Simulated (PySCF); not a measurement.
# The bond of SnI−, level by level

Aim: find the lowest electronic state of SnI−, scan its bond at several levels of theory, and get bond length, wavenumber and dissociation energy from each curve.

Method: Sn def2-TZVPPD with ECP28, I def2-TZVPPD with ECP28, scalar-relativistic core potentials; program: PySCF 2.14.0.

## Step 1: The job

A driver script around PySCF takes these settings:

* atoms: Sn, I
* charge: -1
* basis: Sn def2-TZVPPD with ECP28, I def2-TZVPPD with ECP28
* Hamiltonian: scalar-relativistic core potentials
* basis functions: 115
* electrons treated: 48
* masses in u: 119.9022, 126.9045
* levels: PBE0, PBE, r²SCAN, B2PLYP, r²SCAN0, PW91, BLYP, r²SCANh, LC-ωPBE, HF, MP2, SCS-MP2
* grid: 80 radial by 434 angular points
* occupations: held fixed by the projection of orbital angular momentum
* dissociation limit: Sn + I−, each in its ground configuration
* starting distance in angstrom: 2.760
* values of 2S to try: 0, 2

Started as:

```sh
$ OMP_NUM_THREADS=2 python dia.py task.json out
```

Further steps of the session: First curve: PBE0; Excited determinants; PBE (GGA); r²SCAN; B2PLYP; r²SCAN0 (hybrid meta-GGA); PW91; BLYP (GGA); r²SCANh; LC-ωPBE; UHF.

Q: Predict the outcome of this session. Wanted: for each run, Re; ωe; De; μ.

The runs gave:

Lowest PBE0 solution found, without spin–orbit coupling: ³Σ⁻ (triplet), unpaired electrons π ↑↑. State 2 has its PBE0 minimum 0.24 eV higher, as a spin-mixed determinant (⟨S²⟩ = 1.01), so this is no gap between pure states. State 3 has its PBE0 minimum 0.93 eV higher. The other levels ran on the lowest alone.

```
      level  Re (Å)  ωe (cm⁻¹)  De (eV)  μ (D)
        UHF   3.031      113.7     0.98  -0.40
    UHF-MP2   2.910      137.2     1.44    n/a
UHF-SCS-MP2   2.943      131.0     1.32    n/a
        PBE   2.943      131.5     1.54   0.69
       PW91   2.940      132.0     1.55   0.67
       BLYP   3.008      119.4     1.31   0.41
     r²SCAN   2.918      137.0     1.58   0.74
    r²SCANh   2.912      137.9     1.56   0.68
       PBE0   2.920      135.8     1.49   0.56
    r²SCAN0   2.905      139.1     1.53   0.60
    LC-ωPBE   2.895      139.2     1.37   0.36
     B2PLYP   2.947      130.4     1.36   0.22
```

De is counted to Sn + I− in their ground configurations. A positive dipole points from Sn to I; in an ion it is taken about the centre of mass and does not tell which atom is negative.

**Reading.** Bond lengths run from 2.895 Å (LC-ωPBE) to 3.031 Å (UHF). Among the levels with a De in the table, it runs from 0.98 eV (UHF) to 1.58 eV (r²SCAN).

Correlated steps freeze 8 core orbitals. These are scalar-relativistic numbers at best; spin–orbit coupling would shift them, the dissociation energy most. B2PLYP dipoles, levels and charges come from its SCF part alone. With some functionals the highest level of the anion is positive, from self-interaction error or because the anion is truly unbound there; the finite basis then holds the extra electron, and no neutral molecule was run to test the binding. With spin–orbit coupling the term label itself may not hold.
